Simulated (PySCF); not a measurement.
# Sn₂+: from the state search to spectroscopic constants

An exercise on one series of results from a longer session: the logs are not shown, and one member is left open.

Program: PySCF 2.14.0. Level of theory: Sn cc-pVDZ-PP with ECP28, scalar-relativistic core potentials. These are calculated values, not measurements.

The first run:

A driver script around PySCF takes these settings:

```yaml
atoms: Sn, Sn
charge: 1
basis: Sn cc-pVDZ-PP with ECP28
Hamiltonian: scalar-relativistic core potentials
basis_functions: 46
electrons_treated: 43
masses_in_u: 119.9022, 119.9022
levels: PBE0, PBE, r²SCAN, LDA, B97-3, BP86, HF, MP2, SCS-MP2, CCSD, CCSD(T)
grid: 80 radial by 434 angular points
occupations: held fixed by the projection of orbital angular momentum
dissociation_limit: Sn+ + Sn, each in its ground configuration
starting_distance_in_angstrom: 2.800
values_of_2S_to_try: 1, 3
```

Steps of the session up to this table: Set-up; PBE0 along the bond; Higher solutions at PBE0; PBE (GGA); r²SCAN (meta-GGA); LDA (local density); B97-3; BP86 (GGA); UHF (mean field); Correlated methods on the Hartree–Fock reference.

One of the session's tables, all rows but one given; the rest of the session is left out.

Energy (eV) from each level's lowest point:

```
R (Å)    UHF  UHF-MP2  UHF-SCS-MP2  UHF-CCSD  UHF-CCSD(T)
2.410  0.821    0.843        0.795       n/a          n/a
2.522  0.345    0.362        0.323     0.407        0.424
2.634  0.095    0.106        0.081     0.133        0.144
2.718  0.014    0.020        0.007     0.034        0.040
2.802  0.000    0.000        0.000     0.000        0.000
2.886  0.036    0.028        0.044     0.015        0.008
2.998  0.141    0.119        0.158     0.088        0.071
3.138      ?        ?            ?         ?            ?
3.306  0.610    0.521        0.640     0.450        0.396
3.530  1.012    0.842        1.034       n/a          n/a
```

**Question.** Estimate the row for R (Å) = 3.138.

Worked estimate for «UHF». A straight line through the neighbours (2.998, 0.141) and (3.306, 0.610) gives 0.141 + (0.610 − 0.141) × (3.138 − 2.998) / (3.306 − 2.998) = 0.354; a parabola fitted to 4 rows on both sides gives 0.340.

**Answer.** UHF: 0.332; UHF-MP2: 0.285; UHF-SCS-MP2: 0.357; UHF-CCSD: 0.234; UHF-CCSD(T): 0.202. In «UHF» the line misses by +0.022 and the parabola by +0.008.

State 2 has its PBE0 minimum 0.34 eV higher. The other levels ran on the lowest alone.
